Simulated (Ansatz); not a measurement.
The system is Nb2AgPb2Cl.

```xyz
6
Lattice="-2.8723 2.8723 4.7471 2.8723 -2.8723 4.7471 2.8723 2.8723 -4.7471" Properties=species:S:1:pos:R:3 pbc="T T T"
Nb    0.0000    0.0000    1.7793
Nb    0.0000    0.0000    7.7150
Ag    0.0000    0.0000    4.7471
Pb    0.0000    2.8723    2.3736
Pb    2.8723    0.0000    2.3736
Cl    0.0000    0.0000    0.0000
```

The cell was built by a generator and needn't be a form met in nature.

The cell isn't the ideal one: as made, not relaxed: random cell by space group and Wyckoff sites (I4/mmm, No. 139).

```yaml
Program: Ansatz 0.2.0
Task: relaxation of cell and atoms
Functional: RPBE
Dispersion: D4
Potentials_or_basis: Ansatz PAW
Cutoff: 420 eV
Density_cutoff: 1680 eV
k_mesh: 5 × 5 × 5
Occupations: methfessel-paxton, width 0.1 eV
Spin: no spin polarisation
```

At the start: volume 26.11 Å³/atom.

Task: How do energy, volume and symmetry change on relaxing?

Result: Over 8 steps the energy falls by 1284.4 meV/atom and the volume is 26.68 Å³/atom (+2.2 %); space group I4/mmm (No. 139, to 0.05 Å).

Step by step:
```csv
step,energy change (eV),largest force (eV/Å),volume (Å³)
1,0.0000,20.9560,156.66
2,-6.0648,6.6915,159.34
3,-7.1150,2.6471,147.00
4,-7.5779,1.3299,156.51
5,-7.6967,0.1738,161.29
6,-7.7052,0.0523,160.34
7,-7.7055,0.0037,160.06
8,-7.7062,0.0035,160.06
```

Final structure:
```xyz
6
Lattice="-2.8032 2.8032 5.0923 2.8032 -2.8032 5.0923 2.8032 2.8032 -5.0923" Properties=species:S:1:pos:R:3 pbc="T T T"
Nb    0.0000    0.0000    2.3305
Nb    0.0000    0.0000    7.8542
Ag    0.0000    0.0000    5.0923
Pb    0.0000    2.8032    2.5462
Pb    2.8032    0.0000    2.5462
Cl    0.0000    0.0000    0.0000
```

Caveat: the potentials were made for another functional, which shifts forces and pressure; pairwise dispersion overbinds metals, which lowers pressure and volume.
